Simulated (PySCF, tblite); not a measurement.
# Si₂₄H₃₄S: electronic excitations, NMR shifts, part 2 of 2

tblite 0.8.0 and PySCF 2.14.0. Atoms count from 0.

### 4 NMR shifts: GIAO KT3/pcSseg-1

Job settings and geometry (Å):

```
{"job": {"kind": "nmr", "xc": "KT3", "basis": "pcSseg-1", "pop": false}, "charge": 0, "multiplicity": 1}
Si     1.817458    -2.422414    -1.549026
Si     1.816735    -2.524746    -3.895608
Si     1.875114    -4.674328    -4.796900
Si    -1.816730    -2.421649    -1.549328
Si    -1.816553    -2.524141    -3.895614
Si    -1.875815    -4.673783    -4.796605
Si    -0.000137    -5.793625    -1.598073
Si    -0.000328    -5.823985    -3.978206
Si     0.000181    -1.040794     1.658661
Si     0.000194    -1.150495    -0.698056
Si     1.865269    -4.635907    -0.772880
Si    -1.865240    -4.635594    -0.772619
Si     0.001600     1.104408    -1.474624
Si     0.000377     5.409957     5.811938
Si     0.001077     5.589592     1.683607
Si     1.946841     4.594663     4.840070
Si     1.917145     4.527868     2.501187
Si     1.905970     2.342410     1.642663
Si     1.925825     2.188599    -0.691645
Si    -1.946439     4.594204     4.840061
Si    -1.916073     4.528847     2.501250
Si    -1.904720     2.341762     1.642054
Si    -1.923595     2.189427    -0.693315
Si     0.000783     1.171268     2.405384
S     -0.000063    -1.540643    -4.599349
H      3.066746    -1.740669    -1.150821
H      2.761813    -1.581583    -4.494830
H      1.971041    -4.720150    -6.261616
H      3.141085    -5.268323    -4.338451
H     -3.066535    -1.739677    -1.150441
H     -2.761531    -1.581068    -4.494660
H     -3.141725    -5.267634    -4.338038
H     -1.971790    -4.719722    -6.261462
H     -0.000338    -7.191965    -1.128938
H     -0.000498    -7.217962    -4.461425
H      1.154467    -1.805356     2.150147
H     -1.153901    -1.805368     2.150018
H      3.123806    -5.318650    -1.105836
H      1.871391    -4.623235     0.694751
H     -3.124190    -5.317881    -1.105500
H     -1.871246    -4.622610     0.694997
H      0.001271     1.052247    -2.941285
H     -0.000318     6.877623     5.680325
H     -0.000070     5.210412     7.268667
H      0.000407     7.025976     1.989332
H      0.000562     5.559508     0.214155
H      3.139782     5.282137     5.352650
H      2.140492     3.207332     5.294849
H      3.114940     5.232407     1.996684
H      3.092562     1.631595     2.159657
H      2.041801     3.552475    -1.229054
H      3.131069     1.520967    -1.197518
H     -3.139875     5.281349     5.352258
H     -2.139790     3.206571     5.294259
H     -3.114390     5.232738     1.996196
H     -3.092324     1.631475     2.158287
H     -3.129414     1.522258    -1.198950
H     -2.039185     3.553313    -1.229797
H     -0.000120     1.239428     3.884103
```

Method: GIAO KT3/pcSseg-1 NMR shielding, non-relativistic, gas phase.

Log:

```text
start: PBE on a coarse grid of 58457 points
cycle   1  E = -7362.5337247654  dE =  1.201e+00  |g| = 4.872e-01  |ddm| = 7.924e+00
cycle   2  E = -7362.4426379421  dE =  9.109e-02  |g| = 6.971e-01  |ddm| = 2.386e+00
cycle   3  E = -7362.5855125212  dE = -1.429e-01  |g| = 2.270e-01  |ddm| = 2.159e+00
cycle   4  E = -7362.6030740295  dE = -1.756e-02  |g| = 5.543e-02  |ddm| = 6.113e-01
cycle   5  E = -7362.6040977719  dE = -1.024e-03  |g| = 2.558e-02  |ddm| = 1.860e-01
cycle   6  E = -7362.6043305950  dE = -2.328e-04  |g| = 9.127e-03  |ddm| = 7.186e-02
final grid: 434468 points
cycle   7  E = -7425.0797558829  dE = -1.349e-01  |g| = 6.025e-01  |ddm| = 1.640e+00
cycle   8  E = -7425.0915142528  dE = -1.176e-02  |g| = 2.960e-01  |ddm| = 8.044e-01
cycle   9  E = -7425.0956787503  dE = -4.164e-03  |g| = 1.027e-01  |ddm| = 5.152e-01
cycle  10  E = -7425.0996689286  dE = -3.990e-03  |g| = 1.243e-02  |ddm| = 2.560e-01
cycle  11  E = -7425.0997214131  dE = -5.248e-05  |g| = 5.024e-03  |ddm| = 3.713e-02
cycle  12  E = -7425.0997312493  dE = -9.836e-06  |g| = 1.181e-03  |ddm| = 1.416e-02
cycle  13  E = -7425.0997311605  dE =  8.881e-08  |g| = 5.502e-04  |ddm| = 3.776e-03
cycle  14  E = -7425.0997340152  dE = -2.855e-06  |g| = 1.567e-04  |ddm| = 1.518e-03
cycle  15  E = -7425.0997261810  dE =  7.834e-06  |g| = 3.956e-05  |ddm| = 4.475e-04
converged SCF energy = -7425.0997261810

GIAO shielding tensors (ppm)
atom      isotropic    diamagn.    paramagn.     s11        s22        s33       span
  0 Si     473.755     883.522    -409.767    442.901    482.695    495.670     52.769
  1 Si     408.320     883.162    -474.842    351.908    419.145    453.908    102.000
  2 Si     479.038     883.134    -404.096    457.146    471.827    508.141     50.996
  3 Si     473.721     883.518    -409.797    442.899    482.651    495.613     52.713
  4 Si     408.398     883.166    -474.767    352.071    419.207    453.916    101.845
  5 Si     479.032     883.134    -404.102    457.130    471.829    508.138     51.008
  6 Si     481.775     885.526    -403.751    469.422    478.678    497.224     27.802
  7 Si     487.259     885.413    -398.154    473.785    485.269    502.723     28.938
  8 Si     464.146     884.856    -420.710    446.388    455.086    490.964     44.576
  9 Si     483.581     883.137    -399.556    430.119    492.431    528.192     98.073
 10 Si     477.712     884.618    -406.906    452.344    478.999    501.793     49.449
 11 Si     477.651     884.619    -406.967    452.249    478.954    501.751     49.502
 12 Si     474.916     884.208    -409.292    460.086    468.869    495.793     35.707
 13 Si     483.990     881.109    -397.119    470.292    487.449    494.228     23.936
 14 Si     481.692     884.975    -403.283    457.426    492.043    495.607     38.181
 15 Si     477.823     884.196    -406.373    461.646    474.377    497.447     35.802
 16 Si     482.329     885.122    -402.793    457.429    488.784    500.772     43.344
 17 Si     479.469     885.938    -406.469    457.804    480.643    499.961     42.156
 18 Si     474.413     884.972    -410.559    458.814    468.111    496.315     37.500
 19 Si     477.749     884.205    -406.455    461.613    474.232    497.403     35.791
 20 Si     482.094     885.136    -403.041    457.230    488.488    500.566     43.336
 21 Si     479.169     885.928    -406.759    457.459    480.358    499.691     42.232
 22 Si     474.293     884.973    -410.680    458.608    468.085    496.185     37.577
 23 Si     491.140     884.890    -393.750    479.253    490.768    503.399     24.146
 24 S      780.860    1063.993    -283.133    681.371    757.859    903.351    221.979
 25 H       27.728      32.433      -4.706     22.638     26.902     33.644     11.006
 26 H       26.370      31.271      -4.900     23.080     24.019     32.013      8.933
 27 H       28.099      30.403      -2.304     24.524     24.602     35.172     10.648
 28 H       28.136      30.636      -2.500     24.106     26.180     34.121     10.015
 29 H       27.719      32.423      -4.704     22.630     26.896     33.631     11.001
 30 H       26.372      31.275      -4.903     23.080     24.021     32.015      8.935
 31 H       28.137      30.638      -2.501     24.107     26.181     34.122     10.015
 32 H       28.098      30.402      -2.304     24.523     24.601     35.169     10.646
 33 H       27.809      31.962      -4.153     23.222     24.313     35.892     12.671
 34 H       27.832      30.600      -2.768     23.482     23.865     36.149     12.667
 35 H       27.879      32.989      -5.110     22.454     28.104     33.078     10.624
 36 H       27.881      32.992      -5.111     22.456     28.106     33.082     10.626
 37 H       28.024      32.290      -4.266     24.128     25.030     34.913     10.784
 38 H       28.112      31.484      -3.372     23.738     26.963     33.635      9.896
 39 H       28.022      32.291      -4.269     24.127     25.029     34.909     10.782
 40 H       28.111      31.487      -3.375     23.738     26.964     33.632      9.894
 41 H       27.258      33.619      -6.362     20.408     27.094     34.271     13.863
 42 H       28.281      28.086       0.195     24.983     25.600     34.259      9.276
 43 H       28.201      27.075       1.126     24.075     24.892     35.635     11.560
 44 H       28.160      32.303      -4.143     24.212     24.927     35.341     11.129
 45 H       28.121      31.828      -3.707     24.129     27.671     32.564      8.435
 46 H       28.052      29.295      -1.243     23.227     25.395     35.534     12.307
 47 H       28.208      30.941      -2.734     23.962     28.414     32.247      8.285
 48 H       27.990      31.668      -3.677     23.096     25.682     35.193     12.097
 49 H       27.954      33.368      -5.414     22.904     27.097     33.860     10.956
 50 H       28.036      32.877      -4.841     23.390     27.056     33.663     10.273
 51 H       27.861      32.684      -4.823     22.774     27.345     33.465     10.692
 52 H       28.049      29.301      -1.252     23.228     25.391     35.529     12.301
 53 H       28.206      30.947      -2.742     23.960     28.414     32.243      8.283
 54 H       27.985      31.682      -3.697     23.093     25.680     35.182     12.089
 55 H       27.948      33.367      -5.418     22.901     27.093     33.850     10.949
 56 H       27.858      32.689      -4.831     22.774     27.341     33.459     10.685
 57 H       28.040      32.890      -4.850     23.393     27.059     33.667     10.274
 58 H       28.054      34.955      -6.901     23.062     26.915     34.184     11.123
```

Run time: 73 s. Hardware: 4 threads of Arm Neoverse N1, shared host; peak memory 2.1 GiB.

The references, computed at this level on geometries of the same kind, shield at (ppm): 1H TMS 31.76, 29Si TMS 361.7. Their shielding less the atom's gives the shift. The references are single molecules in the gas phase. Atoms listed in one row are averaged.

| atoms | environment | σ (ppm) | δ (ppm) |
| --- | --- | --- | --- |
| H26, H30 | hydrogen on a silicon bonded to S, 2 Si | 26.37 | 5.39 |
| H41 | hydrogen on a silicon bonded to 3 Si | 27.26 | 4.50 |
| H25, H29 | hydrogen on a silicon bonded to 3 Si | 27.72 | 4.04 |
| H33 | hydrogen on a silicon bonded to 3 Si | 27.81 | 3.95 |
| H34 | hydrogen on a silicon bonded to 3 Si | 27.83 | 3.93 |
| H51, H56 | hydrogen on a silicon bonded to 2 Si | 27.86 | 3.90 |
| H35, H36 | hydrogen on a silicon bonded to 2 Si | 27.88 | 3.88 |
| H49, H55 | hydrogen on a silicon bonded to 3 Si | 27.95 | 3.81 |
| H48, H54 | hydrogen on a silicon bonded to 3 Si | 27.99 | 3.77 |
| H37, H39 | hydrogen on a silicon bonded to 2 Si | 28.02 | 3.74 |
| H50, H57 | hydrogen on a silicon bonded to 2 Si | 28.04 | 3.72 |
| H46, H52 | hydrogen on a silicon bonded to 2 Si | 28.05 | 3.71 |
| H58 | hydrogen on a silicon bonded to 3 Si | 28.05 | 3.71 |
| H27, H32 | hydrogen on a silicon bonded to 2 Si | 28.10 | 3.66 |
| H38, H40 | hydrogen on a silicon bonded to 2 Si | 28.11 | 3.65 |
| H45 | hydrogen on a silicon bonded to 2 Si | 28.12 | 3.64 |
| H28, H31 | hydrogen on a silicon bonded to 2 Si | 28.14 | 3.62 |
| H44 | hydrogen on a silicon bonded to 2 Si | 28.16 | 3.60 |
| H43 | hydrogen on a silicon bonded to 2 Si | 28.20 | 3.56 |
| H47, H53 | hydrogen on a silicon bonded to 2 Si | 28.21 | 3.55 |
| H42 | hydrogen on a silicon bonded to 2 Si | 28.28 | 3.48 |
| Si1, Si4 | silicon bonded to S, 2 Si, H | 408.4 | -46.7 |
| Si8 | silicon bonded to 2 Si, 2 H | 464.1 | -102.5 |
| Si0, Si3 | silicon bonded to 3 Si, H | 473.7 | -112.1 |
| Si18, Si22 | silicon bonded to 2 Si, 2 H | 474.4 | -112.7 |
| Si12 | silicon bonded to 3 Si, H | 474.9 | -113.2 |
| Si10, Si11 | silicon bonded to 2 Si, 2 H | 477.7 | -116.0 |
| Si15, Si19 | silicon bonded to 2 Si, 2 H | 477.8 | -116.1 |
| Si2, Si5 | silicon bonded to 2 Si, 2 H | 479.0 | -117.4 |
| Si17, Si21 | silicon bonded to 3 Si, H | 479.3 | -117.6 |
| Si14 | silicon bonded to 2 Si, 2 H | 481.7 | -120.0 |
| Si6 | silicon bonded to 3 Si, H | 481.8 | -120.1 |
| Si16, Si20 | silicon bonded to 3 Si, H | 482.2 | -120.5 |
| Si9 | silicon bonded to 4 Si | 483.6 | -121.9 |
| Si13 | silicon bonded to 2 Si, 2 H | 484.0 | -122.3 |
| Si7 | silicon bonded to 3 Si, H | 487.3 | -125.6 |
| Si23 | silicon bonded to 3 Si, H | 491.1 | -129.5 |
| S24 | sulfur bonded to 2 Si | 781 | – |

Ring of atoms Si0, Si1, Si2, Si6, Si7, Si10: NICS(0) -1.7, NICS(1) -1.8, NICS(1)zz 2.8 ppm (means of both faces).

Ring of atoms Si0, Si1, Si3, Si4, Si9, S24: NICS(0) -2.1, NICS(1) -2.2, NICS(1)zz 0.5 ppm (means of both faces).

Ring of atoms Si0, Si3, Si6, Si9, Si10, Si11: NICS(0) -2.3, NICS(1) -2.0, NICS(1)zz 3.4 ppm (means of both faces).

### 5 Summary of results

This closing draws on all 2 parts.

| quantity | value |
| --- | --- |
| lowest singlet (B3LYP/6-31G*) | 3.71 eV (334 nm), f = 0.005 |
| brightest single state of those computed | state 3, 4.16 eV, f = 0.021 |
| lowest triplet | 3.51 eV |
| vertical ionisation energy (ΔSCF) | 7.50 eV |
| surface potential, 1st and 99th percentile | -0.80 V and 1.25 V |
| 1H shifts against TMS (KT3/pcSseg-1, means over atoms taken as alike) | 5.39, 4.50, 4.04, 3.95, 3.93, 3.90, 3.88, 3.81, 3.77, 3.74, 3.72, 3.71, 3.71, 3.66 ppm and more |
| 29Si shifts against TMS (KT3/pcSseg-1, means over atoms taken as alike) | -46.7, -102.5, -112.1, -112.7, -113.2, -116.0, -116.1, -117.4, -117.6, -120.0, -120.1, -120.5, -121.9, -122.3 ppm and more |
| shieldings of S (KT3/pcSseg-1) | S24 780.9 ppm |

**Reading.** The lowest singlet, at 3.71 eV, is HOMO→LUMO 0.94 and is weak; of the 6 states computed, the strongest absorption comes from state 3 at 4.16 eV. The lowest triplet lies 0.20 eV below the lowest singlet. The orbital energy would give 6.21 eV for ionisation, ΔSCF gives 7.50 eV. At B3LYP/6-31G*, counted by nearest atom on the grid, the HOMO lies on S24 53 %, the LUMO on 5 Si atoms about 8 % each. At KT3/pcSseg-1: The widest tensor belongs to S24: span 222 ppm, with a paramagnetic part of -283 ppm.
